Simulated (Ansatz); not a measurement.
# C₂H₇AlOSi: up Jacob's ladder to CCSD(T)

An exercise on one series of results from a longer session: the logs are not shown, and one member is left open.

The runs use Ansatz 0.2.0, Gaussian basis; functionals in def2-TZVPP, the program's frozen cores in correlated methods.

The runs, in order: PBE-D4, r2SCAN-D4, PBE0-D4, B3LYP-D4, ωB97X-V, ωB97M-V, B2PLYP; CCSD(T)/def2-TZVPP; MP2/def2-QZVPP; extrapolation to the limit.

## The relaxed structure

All runs share one geometry, relaxed beforehand with PBE0-D4 in a triple-zeta def2 set.

12 atoms, charge 0, spin multiplicity 1.

Atoms are counted from 1 here; the program's logs count them from 0.

Bond lengths: C1–Al2 1.949 Å, C1–H6 1.093 Å, C1–H7 1.095 Å, C1–H8 1.094 Å, Al2–Si3 2.447 Å, Al2–C4 1.946 Å, Al2–O5 1.970 Å, Si3–H9 1.493 Å, Si3–H10 1.492 Å, Si3–H11 1.493 Å, C4–O5 1.250 Å, C4–H12 1.105 Å. Angles: Al2–C1–H6 112.0°, Al2–C1–H7 110.9°, Al2–C1–H8 111.3°, H6–C1–H7 107.6°, H6–C1–H8 107.9°, H7–C1–H8 106.9°, C1–Al2–Si3 126.6°, C1–Al2–C4 117.8°, C1–Al2–O5 113.4°, Si3–Al2–C4 115.3°, Si3–Al2–O5 111.5°, C4–Al2–O5 37.2°, Al2–Si3–H9 111.4°, Al2–Si3–H10 112.0°, Al2–Si3–H11 112.6°, H9–Si3–H10 106.9°, H9–Si3–H11 106.5°, H10–Si3–H11 107.1° and more.

The first run:

Input file in.yaml:

```yaml
crystal:
  periodic: [false, false, false]
  atoms:
    - {symbol: C, position_ang: [-1.921018, -0.010727, 0.689176]}
    - {symbol: Al, position_ang: [-0.143801, 0.235796, -0.072728]}
    - {symbol: Si, position_ang: [1.797671, -1.216512, 0.254446]}
    - {symbol: C, position_ang: [0.201482, 1.876747, -1.059980]}
    - {symbol: O, position_ang: [-0.169743, 1.011486, -1.882940]}
    - {symbol: H, position_ang: [-2.651991, 0.675686, 0.253694]}
    - {symbol: H, position_ang: [-1.909589, 0.160300, 1.770321]}
    - {symbol: H, position_ang: [-2.282799, -1.031189, 0.532474]}
    - {symbol: H, position_ang: [2.273404, -1.178691, 1.669253]}
    - {symbol: H, position_ang: [2.949710, -0.810730, -0.602428]}
    - {symbol: H, position_ang: [1.502157, -2.646547, -0.054267]}
    - {symbol: H, position_ang: [0.431619, 2.879080, -1.462922]}
basis:
  gaussian: {orbitals: def2-TZVPP}
hamiltonian: {xc: pbe, dispersion: d4}
output: {forces: true, orbitals: {seedname: orbitals}}
```

Command:

```console
$ ansatz run in.yaml --threads 4 --pin off --events-out ev --progress --plain --max-ram 10444MiB
```

Steps of the session up to this table: PBE-D4 (GGA); r2SCAN-D4 (meta-GGA); PBE0-D4 (hybrid); B3LYP-D4 (hybrid); ωB97X-V (range-separated); ωB97M-V (range-separated); B2PLYP (double hybrid); CCSD(T) in def2-TZVPP; MP2 in def2-QZVPP.

One table of the session follows, with a row left open; its other results are not shown here.

```
            method  atomisation energy (kJ/mol)
            PBE-D4                       4213.9
         r2SCAN-D4                       4178.0
           PBE0-D4                       4148.1
          B3LYP-D4                       4153.2
           ωB97X-V                       4184.1
           ωB97M-V                       4171.8
            B2PLYP                       4110.3
     HF/def2-TZVPP                            ?
    MP2/def2-TZVPP                       4100.0
   CCSD/def2-TZVPP                       4000.9
CCSD(T)/def2-TZVPP                       4061.3
           MP2/CBS                       4205.6
       CCSD(T)/CBS                       4166.9
```

Q: Estimate the row for HF/def2-TZVPP from the others.

**Answer.** atomisation energy (kJ/mol): 3049.7. In the column «atomisation energy (kJ/mol)» it is the lowest.
